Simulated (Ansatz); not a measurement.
**F₂H₂O₂Si: basis-set convergence**

The task here is to estimate one member of a computed series from the others.

The runs use Ansatz 0.2.0, Gaussian basis; one geometry, several basis sets.

Levels to be run: PBE0-D4/def2-SVP; ωB97M-V/def2-SVP; PBE0-D4/def2-QZVPP; ωB97M-V/def2-QZVPP; the functionals' def2-TZVPP values are taken from earlier runs.

### The relaxed structure

An earlier PBE0-D4 in a triple-zeta def2 set relaxation fixed the geometry.

SMILES `O[Si](O)(F)F`, 7 atoms, charge 0, spin multiplicity 1.

Atoms are counted from 1 here; the program's logs count them from 0.

Bond lengths: O1–Si2 1.609 Å, O1–H6 0.957 Å, Si2–O3 1.609 Å, Si2–F4 1.583 Å, Si2–F5 1.583 Å, O3–H7 0.957 Å. Angles: Si2–O1–H6 118.9°, O1–Si2–O3 107.3°, O1–Si2–F4 112.2°, O1–Si2–F5 110.1°, O3–Si2–F4 110.1°, O3–Si2–F5 112.2°, F4–Si2–F5 104.9°, Si2–O3–H7 118.9°.

Set-up of the first run:

Contents of in.yaml:

```yaml
crystal:
  periodic: [false, false, false]
  atoms:
    - {symbol: O, position_ang: [-1.123020, 0.443838, 0.890512]}
    - {symbol: Si, position_ang: [-0.011135, -0.018116, -0.177314]}
    - {symbol: O, position_ang: [1.321199, -0.386569, 0.646719]}
    - {symbol: F, position_ang: [-0.483454, -1.262695, -1.033635]}
    - {symbol: F, position_ang: [0.238009, 1.131816, -1.236054]}
    - {symbol: H, position_ang: [-1.829342, 1.022251, 0.602198]}
    - {symbol: H, position_ang: [1.948945, -0.998524, 0.261973]}
basis:
  gaussian: {orbitals: def2-SVP}
hamiltonian: {xc: pbe0, dispersion: d4}
output: {orbitals: {seedname: orbitals}}
```

Steps of the session up to this table: PBE0-D4 in def2-SVP; ωB97M-V in def2-SVP; PBE0-D4 in def2-QZVPP; ωB97M-V in def2-QZVPP.

One table of the session follows, with a row left open; its other results are not shown here.

It belongs to the step «Functionals by basis». 

```
functional       basis  HOMO (eV)  LUMO (eV)
   PBE0-D4    def2-SVP      -9.88       0.85
   PBE0-D4  def2-TZVPP     -10.16       0.30
   PBE0-D4  def2-QZVPP     -10.22      -0.04
   ωB97M-V    def2-SVP     -12.35       2.55
   ωB97M-V  def2-TZVPP          ?          ?
   ωB97M-V  def2-QZVPP     -12.73       1.29
```

Q: Estimate the row for ωB97M-V, def2-TZVPP from the others.

**Answer.** HOMO (eV): -12.65; LUMO (eV): 1.82. In the column «HOMO (eV)» it lies between ωB97M-V, def2-QZVPP (-12.73) and ωB97M-V, def2-SVP (-12.35).
